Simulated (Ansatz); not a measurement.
# CH9NOSi3: the cost of one run

All numbers below are computed with Ansatz 0.2.0 (RKS B3LYP/cc-pVDZ).

## 1. Starting point

Bond lengths: O1–C2 1.432 Å, C2–N4 1.479 Å, Si3–N4 1.582 Å, N4–Si5 1.652 Å, Si5–Si6 2.345 Å, O1–H7 0.981 Å, C2–H8 1.080 Å, Si3–H9 1.433 Å, Si3–H10 1.500 Å, Si5–H11 1.498 Å, Si5–H12 1.454 Å, Si6–H13 1.474 Å, Si6–H14 1.511 Å, Si6–H15 1.488 Å. Angles (14 of 22 angles, heavy atoms first): O1–C2–N4 113.3°, C2–N4–Si3 96.5°, C2–N4–Si5 123.9°, Si3–N4–Si5 115.9°, N4–Si5–Si6 114.7°, O1–C2–H8 120.8°, N4–C2–H8 117.7°, C2–O1–H7 108.7°, N4–Si3–H9 118.2°, N4–Si3–H10 116.5°, N4–Si5–H11 105.1°, N4–Si5–H12 110.2°, Si6–Si5–H11 108.1°, Si6–Si5–H12 110.2°.

Coordinates:

```xyz
15

O    -2.0248   -1.5078    1.0262
C    -1.1912   -1.0878   -0.0597
Si    0.8283   -2.0602    0.3867
N     0.1479   -0.6322    0.3727
Si    1.0015    0.5661   -0.3791
Si   -0.0331    2.6701   -0.3539
H    -1.7461   -1.0325    1.8379
H    -1.2737   -1.5522   -1.0310
H     1.0676   -2.7087   -0.8680
H     0.4414   -2.9744    1.5118
H     2.2848    0.6706    0.3861
H     1.3154    0.1766   -1.7445
H     0.8171    3.6955   -0.9860
H    -0.3533    3.1073    1.0570
H    -1.3036    2.6190   -1.1267
```

## 2. Relaxing end A

Contents of input.yaml:

```yaml
crystal:
  periodic: [false, false, false]
  atoms:
    - { symbol: O, position_ang: [-2.0248, -1.5078, 1.0262] }
    - { symbol: C, position_ang: [-1.1912, -1.0878, -0.0597] }
    - { symbol: Si, position_ang: [0.8283, -2.0602, 0.3867] }
    - { symbol: "N", position_ang: [0.1479, -0.6322, 0.3727] }
    - { symbol: Si, position_ang: [1.0015, 0.5661, -0.3791] }
    - { symbol: Si, position_ang: [-0.0331, 2.6701, -0.3539] }
    - { symbol: H, position_ang: [-1.7461, -1.0325, 1.8379] }
    - { symbol: H, position_ang: [-1.2737, -1.5522, -1.031] }
    - { symbol: H, position_ang: [1.0676, -2.7087, -0.868] }
    - { symbol: H, position_ang: [0.4414, -2.9744, 1.5118] }
    - { symbol: H, position_ang: [2.2848, 0.6706, 0.3861] }
    - { symbol: H, position_ang: [1.3154, 0.1766, -1.7445] }
    - { symbol: H, position_ang: [0.8171, 3.6955, -0.986] }
    - { symbol: H, position_ang: [-0.3533, 3.1073, 1.057] }
    - { symbol: H, position_ang: [-1.3036, 2.619, -1.1267] }
basis:
  gaussian: { orbitals: cc-pVDZ }
hamiltonian:
  xc: b3lyp
relax:
  f_tol: 0.015
  max_steps: 40
```

Started as:

```console
> ansatz run input.yaml --threads 2 --pin off --max-ram 3072MiB --backend cpu --events-out ev --progress --plain --runs-dir out
```

**Question.** How long does this run take on 2 threads of Arm Neoverse V1, shared host, and how much memory does it need?

About 4.1 min, with a peak of 0.44 GiB.
